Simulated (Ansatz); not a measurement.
# CH₃GaO₂: basis-set convergence

An exercise on one series of results from a longer session: the logs are not shown, and one member is left open.

Method: one geometry, several basis sets; program: Ansatz 0.2.0, Gaussian basis.

The runs, in order: PBE0-D4/def2-SVP; ωB97M-V/def2-SVP; PBE0-D4/def2-QZVPP; ωB97M-V/def2-QZVPP; the functionals' def2-TZVPP values are taken from earlier runs.

## Structure used throughout

The geometry comes from an earlier relaxation with PBE0-D4 in a triple-zeta def2 set; it is a stationary point, not always the lowest conformer.

7 atoms, charge 0, spin multiplicity 1.

Atoms are counted from 1 here; the program's logs count them from 0.

Bond lengths: O1–Ga2 1.817 Å, O1–H5 0.960 Å, C3–O4 1.201 Å, C3–H6 1.106 Å, C3–H7 1.105 Å. Angles: Ga2–O1–H5 119.3°, O4–C3–H6 121.7°, O4–C3–H7 121.3°, H6–C3–H7 117.0°.

Set-up of the first run:

Input file in.yaml:

```yaml
crystal:
  periodic: [false, false, false]
  atoms:
    - {symbol: O, position_ang: [-2.091127, 0.770236, -1.432681]}
    - {symbol: Ga, position_ang: [-1.201869, 1.546423, -0.050997]}
    - {symbol: C, position_ang: [1.296066, -0.574460, 0.807847]}
    - {symbol: O, position_ang: [0.439542, -0.612035, -0.032567]}
    - {symbol: H, position_ang: [-1.797768, -0.082787, -1.760136]}
    - {symbol: H, position_ang: [1.388474, 0.279147, 1.504515]}
    - {symbol: H, position_ang: [2.027983, -1.394424, 0.918218]}
basis:
  gaussian: {orbitals: def2-SVP}
hamiltonian: {xc: pbe0, dispersion: d4}
output: {orbitals: {seedname: orbitals}}
```

On the command line:

```bash
ansatz run in.yaml --threads 2 --pin off --events-out ev --progress --plain --max-ram 4352MiB
```

Among the steps run: PBE0-D4 in def2-SVP; ωB97M-V in def2-SVP; PBE0-D4 in def2-QZVPP; ωB97M-V in def2-QZVPP.

One table of the session follows, with a row left open; its other results are not shown here.

It belongs to the step «Functionals by basis». 

```
functional       basis  HOMO (eV)  LUMO (eV)
   PBE0-D4    def2-SVP      -6.28      -1.82
   PBE0-D4  def2-TZVPP      -6.39      -2.01
   PBE0-D4  def2-QZVPP          ?          ?
   ωB97M-V    def2-SVP      -8.45       0.67
   ωB97M-V  def2-TZVPP      -8.57       0.36
   ωB97M-V  def2-QZVPP      -8.63       0.24
```

**Question.** Estimate the row for PBE0-D4, def2-QZVPP.

**Answer.** HOMO (eV): -6.45; LUMO (eV): -2.07. In the column «HOMO (eV)» it lies between ωB97M-V, def2-SVP (-8.45) and PBE0-D4, def2-TZVPP (-6.39).
